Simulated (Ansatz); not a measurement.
**ClGeHO: one structure at several levels**

The task here is to estimate one member of a computed series from the others.

The runs use Ansatz 0.2.0, Gaussian basis; single points in def2-TZVPP.

Cores are frozen in the correlated methods. Filled d shells of the heavier atoms are correlated.

### Where the work starts

SMILES `[OH][Ge][Cl]`, 4 atoms, charge 0, spin multiplicity 1.

Atoms are counted from 1 here; the program's logs count them from 0.

Bond lengths: O1–Ge2 1.839 Å, O1–H4 0.909 Å, Ge2–Cl3 2.189 Å. Angles: Ge2–O1–H4 127.6°, O1–Ge2–Cl3 100.6°.

As a file:

```
O    -0.8188    0.6007   -0.4719
Ge   -0.5593   -0.6657    0.8355
Cl    1.6003   -0.9822    0.6658
H    -0.1888    0.9948   -0.9950
```

The first run:

The input, run/in.yaml:

```yaml
crystal:
  periodic: [false, false, false]
  atoms:
    - {symbol: O, position_ang: [-0.818800, 0.600700, -0.471900]}
    - {symbol: Ge, position_ang: [-0.559300, -0.665700, 0.835500]}
    - {symbol: Cl, position_ang: [1.600300, -0.982200, 0.665800]}
    - {symbol: H, position_ang: [-0.188800, 0.994800, -0.995000]}
basis:
  gaussian: {orbitals: def2-TZVPP}
correlation: {method: ccsd_t}
output: {forces: true}
```

The command line of these runs was not kept.

Among the steps run: CCSD(T)/def2-TZVPP; PBE0-D4/def2-TZVPP; wB97M-V/def2-TZVPP; r2SCAN-D4/def2-TZVPP; PBE-D4/def2-TZVPP; r2SCANh-D4/def2-TZVPP; revPBE-D4/def2-TZVPP.

One table of the session follows, with a row left open; its other results are not shown here.

```
    method  RMS force component (eV/Å)  angle to CCSD(T) forces (°)  dipole (D)
   CCSD(T)                       1.679                    reference        0.63
   PBE0-D4                       1.636                          1.3        0.69
   wB97M-V                       1.640                          2.1        0.76
 r2SCAN-D4                       1.668                          2.0        0.60
    PBE-D4                       1.736                         10.3        0.62
r2SCANh-D4                           ?                            ?           ?
 revPBE-D4                       1.710                         12.5        0.63
```

Estimate the missing values for r2SCANh-D4.

As computed: RMS force component (eV/Å): 1.644; angle to CCSD(T) forces (°): 1.5; dipole (D): 0.63. In the column «RMS force component (eV/Å)» it lies between wB97M-V (1.640) and r2SCAN-D4 (1.668).
